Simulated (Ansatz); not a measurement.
# MnHg: how the settings move a single-point run

Aim: see which settings change the result for MnHg, by how much, and at what cost.

Method: reference: DFT, PBE, PAW with Ansatz's default frozen-core files, scalar-relativistic, in Ansatz 0.2.0.

### Step 1. The system as given

It takes space group Pm-3m (No. 221, cubic). The conventional cell has a = 3.259 Å, b = 3.259 Å, c = 3.259 Å, α = 90.00°, β = 90.00°, γ = 90.00°. Around Mn (site symmetry m-3m) lie 8 Hg at 2.82 Å. Around Hg (site symmetry m-3m) lie 8 Mn at 2.82 Å.

As a file:

```cif
data_structure
_symmetry_space_group_name_H-M 'Pm-3m'
_symmetry_Int_Tables_number 221
_cell_length_a 3.2588
_cell_length_b 3.2588
_cell_length_c 3.2588
_cell_angle_alpha 90.000
_cell_angle_beta 90.000
_cell_angle_gamma 90.000
_cell_volume 34.61
loop_
_atom_site_label
_atom_site_type_symbol
_atom_site_symmetry_multiplicity
_atom_site_Wyckoff_symbol
_atom_site_fract_x
_atom_site_fract_y
_atom_site_fract_z
_atom_site_occupancy
Mn1 Mn 1 b 0.50000 0.50000 0.50000 1
Hg1 Hg 1 a 0.00000 0.00000 0.00000 1
```

### Step 2. The reference run

The input, input.yaml:

```yaml
crystal:
  lattice:
    - [3.2588027028, 0.0, 0.0]
    - [0.0, 3.2588027028, 0.0]
    - [0.0, 0.0, 3.2588027028]
  atoms:
    - { symbol: Mn, position: [0.5, 0.5, 0.5] }
    - { symbol: Hg, position: [0.0, 0.0, 0.0] }
kpoints:
  mp_grid: { grid: [10, 10, 10] }
scf:
  occupations: { method: fermi_dirac, width: 0.1 }
  lower_state_search: "off"
hamiltonian:
  xc: pbe
  pseudopotentials: { kind: paw }
output:
  forces: true
  stress: true
  eigenvalues: true
```

The run is started by

```bash
$ ansatz run input.yaml --threads 1 --pin off --max-ram 3072MiB --backend cpu --events-out ev --progress --plain --runs-dir out
```

### Step 3. Changing settings: occupations.method tetrahedron_uncorrected, eigensolver.kind davidson, width left out

Edit input.yaml of step 2 so:

```diff
@@ -11,4 +11,5 @@
 scf:
-  occupations: { method: fermi_dirac, width: 0.1 }
+  occupations: { method: tetrahedron_uncorrected }
   lower_state_search: "off"
+  eigensolver: { kind: davidson }
 hamiltonian:
```

Before running it: what results should come out? Wanted: for each run, ending; energy change; pressure; gap; force.

The runs gave:

```tsv
run	ending	energy change	pressure (GPa)	gap (eV)	force (eV/Å)	cycles	time
reference	converged	0	-11.0	0.00	0.00	6	1.1 s
1: occupations.method tetrahedron_uncorrected, eigensolver.kind davidson, width left out	converged	+10.1 meV/atom (σ→0)	-11.5	0.00	0.00	7	1.5 s
```

Residual by cycle in the longest SCF loop of each run; runs are numbered as in the table. The quantity is the density residual dr2, in eV.

```tsv
cycle	reference	run 1
1	0.00419	0.00924
2	0.00104	0.00406
3	1.2e-5	2.8e-4
4	7.2e-7	4.0e-5
5	5.5e-8	6.8e-7
6	1.6e-8	4.7e-7
7	-	2.9e-9
```

What this shows: Changing the smearing and solver moves the energy by +10.1 meV/atom (σ→0 values), and the pressure goes from -11.0 to -11.5 GPa. Cost: 7 SCF cycles against 6, 1.5 s against 1.1 s. The reference leaves spin out although Mn can carry a moment, so its state need not be the lowest.
